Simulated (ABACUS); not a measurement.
**Ta3AsAu2O13 in ABACUS: the effect of dispersion**

The system is Ta3AsAu2O13.

```
Ta As Au O
1.0
     5.45204    0.00000    0.00000
    -2.72602    4.72161    0.00000
     0.00000    0.00000    9.57902
Ta As Au O
3 1 2 13
Direct
  0.00000 0.00000 0.19408
  0.00000 0.00000 0.80592
  0.66667 0.33333 0.00000
  0.00000 0.00000 0.50000
  0.33333 0.66667 0.27428
  0.33333 0.66667 0.72572
  0.00000 0.00000 0.00000
  0.23947 0.97129 0.36402
  0.02871 0.26818 0.36402
  0.73182 0.76053 0.36402
  0.23947 0.97129 0.63598
  0.02871 0.26818 0.63598
  0.73182 0.76053 0.63598
  0.38452 0.33425 0.85844
  0.66575 0.05026 0.85844
  0.94974 0.61548 0.85844
  0.38452 0.33425 0.14156
  0.66575 0.05026 0.14156
  0.94974 0.61548 0.14156
```

The cell was built by a generator and needn't be a form met in nature.

Alike in all runs:

| Quantity | Value |
| --- | --- |
| Program | ABACUS 3.10.1 |
| Task | equation of state |
| Functional | BLYP |
| Potentials or basis | PseudoDojo NC SR 0.4.1 PBE standard |
| Cutoff | 1361 eV |
| Density cutoff | 5442 eV |
| Basis | DZP LCAO (the cutoffs set its grid) |
| k mesh | 4 × 4 × 2 |
| Occupations | fermi-dirac, width 0.05 eV |
| Spin | no spin polarisation |

```tsv
dispersion	V0 of scaled cells (Å³/atom)	B0 (GPa)
none	?	?
D2	13.06	187
D3	13.22	175
D3(BJ)	13.13	179
D3(BJ)+ABC	13.15	178
```

What does the run with dispersion none give?

V0 of scaled cells 13.54 Å³/atom; B0 166 GPa.

Caveats: the atomic orbitals were generated for these runs and aren't a published set; the cell was scaled at fixed shape and fractional positions, which overstates the stiffness of a crystal with free parameters, most of all of layers and chains; the potentials were made for another functional, which shifts forces and pressure; the basis of atomic orbitals isn't converged, which shifts pressures, moduli and gaps.
